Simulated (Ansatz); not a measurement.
**Molecular dynamics of CeAl$_{6}$Pd**

Input file:

```yaml
crystal:
  lattice:
    - [8.573713, 0.0, 0.0]
    - [0.0, 8.573713, 0.0]
    - [0.0, 0.0, 8.331903]
  atoms:
    - { symbol: Ce, position: [0.0, 0.0, 0.5] }
    - { symbol: Al, position: [0.25, 0.25, 0.3519619] }
    - { symbol: Al, position: [0.25, 0.25, 0.6480381] }
    - { symbol: Al, position: [0.0, 0.25, 0.1676983] }
    - { symbol: Al, position: [0.0, 0.25, 0.8323017] }
    - { symbol: Al, position: [0.25, 0.0, 0.1676983] }
    - { symbol: Al, position: [0.25, 0.0, 0.8323017] }
    - { symbol: Pd, position: [0.0, 0.0, 0.0] }
    - { symbol: Ce, position: [0.0, 0.5, 0.5] }
    - { symbol: Al, position: [0.25, 0.75, 0.3519619] }
    - { symbol: Al, position: [0.25, 0.75, 0.6480381] }
    - { symbol: Al, position: [0.0, 0.75, 0.1676983] }
    - { symbol: Al, position: [0.0, 0.75, 0.8323017] }
    - { symbol: Al, position: [0.25, 0.5, 0.1676983] }
    - { symbol: Al, position: [0.25, 0.5, 0.8323017] }
    - { symbol: Pd, position: [0.0, 0.5, 0.0] }
    - { symbol: Ce, position: [0.5, 0.0, 0.5] }
    - { symbol: Al, position: [0.75, 0.25, 0.3519619] }
    - { symbol: Al, position: [0.75, 0.25, 0.6480381] }
    - { symbol: Al, position: [0.5, 0.25, 0.1676983] }
    - { symbol: Al, position: [0.5, 0.25, 0.8323017] }
    - { symbol: Al, position: [0.75, 0.0, 0.1676983] }
    - { symbol: Al, position: [0.75, 0.0, 0.8323017] }
    - { symbol: Pd, position: [0.5, 0.0, 0.0] }
    - { symbol: Ce, position: [0.5, 0.5, 0.5] }
    - { symbol: Al, position: [0.75, 0.75, 0.3519619] }
    - { symbol: Al, position: [0.75, 0.75, 0.6480381] }
    - { symbol: Al, position: [0.5, 0.75, 0.1676983] }
    - { symbol: Al, position: [0.5, 0.75, 0.8323017] }
    - { symbol: Al, position: [0.75, 0.5, 0.1676983] }
    - { symbol: Al, position: [0.75, 0.5, 0.8323017] }
    - { symbol: Pd, position: [0.5, 0.5, 0.0] }
basis:
  ecutwfc: 420.0
kpoints:
  mp_grid: { grid: [1, 1, 2] }
hamiltonian:
  xc: pbesol
scf:
  occupations: { method: fermi_dirac, width: 0.36 }
  lower_state_search: "off"
md:
  timestep: 1.5
  n_steps: 90
  ensemble: nvt_langevin
  temperature: 4200.0
  initial_velocities: maxwell_boltzmann
  seed: 762982
  friction: 0.02
```

Run as:

```bash
$ ansatz run input.yaml --threads 1 --pin off --max-ram 3072MiB --backend cpu --events-out ev --progress --plain --runs-dir out
```

It starts from an unrelaxed structure (largest force component 0.30 eV/Å).

Output, in part (one step line in 2):

```
md step     0: t =     0.00 fs  T =  4068.8 K  F+E_penalty+E_count = -66170.04402177 eV  E_kin = 16.829652 eV  (11 SCF iters)
md step     2: t =     3.00 fs  T =  4321.0 K  F+E_penalty+E_count = -66169.64706031 eV  E_kin = 17.873044 eV  (8 SCF iters)
md step     4: t =     6.00 fs  T =  4448.9 K  F+E_penalty+E_count = -66168.60004433 eV  E_kin = 18.402042 eV  (9 SCF iters)
md step     6: t =     9.00 fs  T =  3635.3 K  F+E_penalty+E_count = -66167.09489887 eV  E_kin = 15.036810 eV  (6 SCF iters)
md step     8: t =    12.00 fs  T =  3292.8 K  F+E_penalty+E_count = -66165.47317431 eV  E_kin = 13.620254 eV  (7 SCF iters)
md step    10: t =    15.00 fs  T =  3194.5 K  F+E_penalty+E_count = -66163.98020013 eV  E_kin = 13.213491 eV  (8 SCF iters)
md step    12: t =    18.00 fs  T =  2948.2 K  F+E_penalty+E_count = -66162.70377652 eV  E_kin = 12.194498 eV  (7 SCF iters)
md step    14: t =    21.00 fs  T =  2846.9 K  F+E_penalty+E_count = -66161.54412046 eV  E_kin = 11.775582 eV  (6 SCF iters)
md step    16: t =    24.00 fs  T =  2740.5 K  F+E_penalty+E_count = -66160.41381249 eV  E_kin = 11.335696 eV  (6 SCF iters)
md step    18: t =    27.00 fs  T =  2591.0 K  F+E_penalty+E_count = -66159.39607720 eV  E_kin = 10.717200 eV  (6 SCF iters)
md step    20: t =    30.00 fs  T =  2388.3 K  F+E_penalty+E_count = -66158.66718844 eV  E_kin = 9.878726 eV  (8 SCF iters)
md step    22: t =    33.00 fs  T =  2444.1 K  F+E_penalty+E_count = -66158.53063597 eV  E_kin = 10.109760 eV  (7 SCF iters)
md step    24: t =    36.00 fs  T =  2763.5 K  F+E_penalty+E_count = -66158.50581767 eV  E_kin = 11.430701 eV  (6 SCF iters)
md step    26: t =    39.00 fs  T =  2888.1 K  F+E_penalty+E_count = -66158.55078806 eV  E_kin = 11.945969 eV  (7 SCF iters)
md step    28: t =    42.00 fs  T =  3291.9 K  F+E_penalty+E_count = -66158.53212158 eV  E_kin = 13.616313 eV  (6 SCF iters)
md step    30: t =    45.00 fs  T =  3013.8 K  F+E_penalty+E_count = -66158.49303304 eV  E_kin = 12.465914 eV  (8 SCF iters)
md step    32: t =    48.00 fs  T =  3188.7 K  F+E_penalty+E_count = -66158.26026703 eV  E_kin = 13.189479 eV  (7 SCF iters)
md step    34: t =    51.00 fs  T =  3405.7 K  F+E_penalty+E_count = -66157.87602821 eV  E_kin = 14.087231 eV  (7 SCF iters)
md step    36: t =    54.00 fs  T =  3754.4 K  F+E_penalty+E_count = -66157.32910734 eV  E_kin = 15.529331 eV  (6 SCF iters)
md step    38: t =    57.00 fs  T =  3292.5 K  F+E_penalty+E_count = -66156.59503144 eV  E_kin = 13.618900 eV  (7 SCF iters)
md step    40: t =    60.00 fs  T =  3244.2 K  F+E_penalty+E_count = -66156.03650851 eV  E_kin = 13.418950 eV  (8 SCF iters)
md step    42: t =    63.00 fs  T =  3408.3 K  F+E_penalty+E_count = -66155.71570911 eV  E_kin = 14.097750 eV  (7 SCF iters)
md step    44: t =    66.00 fs  T =  3811.7 K  F+E_penalty+E_count = -66155.49342228 eV  E_kin = 15.766464 eV  (7 SCF iters)
md step    46: t =    69.00 fs  T =  3772.2 K  F+E_penalty+E_count = -66155.37695368 eV  E_kin = 15.603232 eV  (6 SCF iters)
md step    48: t =    72.00 fs  T =  3316.7 K  F+E_penalty+E_count = -66155.25901933 eV  E_kin = 13.718805 eV  (7 SCF iters)
md step    50: t =    75.00 fs  T =  3312.0 K  F+E_penalty+E_count = -66155.09975984 eV  E_kin = 13.699678 eV  (8 SCF iters)
md step    52: t =    78.00 fs  T =  3219.4 K  F+E_penalty+E_count = -66154.78667556 eV  E_kin = 13.316284 eV  (7 SCF iters)
md step    54: t =    81.00 fs  T =  3435.3 K  F+E_penalty+E_count = -66154.21647700 eV  E_kin = 14.209672 eV  (6 SCF iters)
md step    56: t =    84.00 fs  T =  3561.8 K  F+E_penalty+E_count = -66153.55825870 eV  E_kin = 14.732788 eV  (7 SCF iters)
md step    58: t =    87.00 fs  T =  3600.4 K  F+E_penalty+E_count = -66152.91498646 eV  E_kin = 14.892342 eV  (6 SCF iters)
md step    60: t =    90.00 fs  T =  3525.9 K  F+E_penalty+E_count = -66152.72056748 eV  E_kin = 14.584143 eV  (9 SCF iters)
md step    62: t =    93.00 fs  T =  3368.2 K  F+E_penalty+E_count = -66152.82127181 eV  E_kin = 13.931827 eV  (7 SCF iters)
md step    64: t =    96.00 fs  T =  3796.3 K  F+E_penalty+E_count = -66153.32206748 eV  E_kin = 15.702876 eV  (6 SCF iters)
md step    66: t =    99.00 fs  T =  4252.0 K  F+E_penalty+E_count = -66154.14211248 eV  E_kin = 17.587523 eV  (7 SCF iters)
md step    68: t =   102.00 fs  T =  4810.5 K  F+E_penalty+E_count = -66154.79080040 eV  E_kin = 19.897649 eV  (7 SCF iters)
md step    70: t =   105.00 fs  T =  4989.0 K  F+E_penalty+E_count = -66155.30298873 eV  E_kin = 20.636000 eV  (8 SCF iters)
md step    72: t =   108.00 fs  T =  5065.0 K  F+E_penalty+E_count = -66155.68506564 eV  E_kin = 20.950342 eV  (7 SCF iters)
md step    74: t =   111.00 fs  T =  4776.4 K  F+E_penalty+E_count = -66155.71123021 eV  E_kin = 19.756700 eV  (6 SCF iters)
md step    76: t =   114.00 fs  T =  4831.0 K  F+E_penalty+E_count = -66155.53378891 eV  E_kin = 19.982718 eV  (7 SCF iters)
md step    78: t =   117.00 fs  T =  4241.4 K  F+E_penalty+E_count = -66155.39968934 eV  E_kin = 17.543651 eV  (7 SCF iters)
md step    80: t =   120.00 fs  T =  3968.8 K  F+E_penalty+E_count = -66155.12060999 eV  E_kin = 16.416317 eV  (8 SCF iters)
md step    82: t =   123.00 fs  T =  3877.8 K  F+E_penalty+E_count = -66154.74659375 eV  E_kin = 16.039785 eV  (7 SCF iters)
md step    84: t =   126.00 fs  T =  3914.1 K  F+E_penalty+E_count = -66154.48182196 eV  E_kin = 16.189816 eV  (7 SCF iters)
md step    86: t =   129.00 fs  T =  4040.5 K  F+E_penalty+E_count = -66154.55615502 eV  E_kin = 16.713001 eV  (6 SCF iters)
md step    88: t =   132.00 fs  T =  4133.5 K  F+E_penalty+E_count = -66154.87503298 eV  E_kin = 17.097576 eV  (7 SCF iters)
md step    90: t =   135.00 fs  T =  4235.0 K  F+E_penalty+E_count = -66155.35851253 eV  E_kin = 17.517180 eV  (8 SCF iters)
```

The run went to its last step. A run of 0.14 ps of so small a system gives no equilibrium averages. Limits of this set-up: coarse k mesh, magnetic elements without spin.

Mean squared displacements from the first frame to the last, about the centre of mass: Ce 0.12 Å², Al 0.52 Å², Pd 0.23 Å².

Last frame:

```xyz
32
Lattice="8.5737 0.0000 0.0000 0.0000 8.5737 0.0000 0.0000 0.0000 8.3319" Properties=species:S:1:pos:R:3
Ce 0.409 0.434 3.578
Al 2.373 2.593 2.488
Al 1.917 2.461 5.481
Al 0.001 2.407 1.230
Al -0.065 1.869 7.343
Al 2.325 -0.006 1.419
Al 1.899 -0.012 7.190
Pd -0.233 -0.045 0.089
Ce 0.344 4.472 3.951
Al 2.426 6.290 2.865
Al 1.798 7.071 5.113
Al 0.798 6.750 1.100
Al -0.246 6.069 6.688
Al 2.153 4.709 1.623
Al 2.214 4.836 6.322
Pd 0.385 4.301 -0.128
Ce 4.264 0.273 3.778
Al 6.440 3.075 3.150
Al 6.921 1.627 4.998
Al 4.318 2.248 0.615
Al 3.992 2.356 6.647
Al 6.734 1.013 2.238
Al 6.453 -0.463 6.680
Pd 4.571 -0.173 -0.036
Ce 4.131 4.622 4.082
Al 7.087 7.260 1.982
Al 6.387 6.669 4.273
Al 4.728 6.380 1.879
Al 4.283 6.669 6.045
Al 6.553 4.482 0.305
Al 5.770 4.745 6.253
Pd 4.058 4.898 -0.123
```

Run time: 14 min on 1 thread of Intel(R) Xeon(R) Platinum 8488C (Sapphire Rapids), with other jobs on the host, peak memory 1.3 GiB.
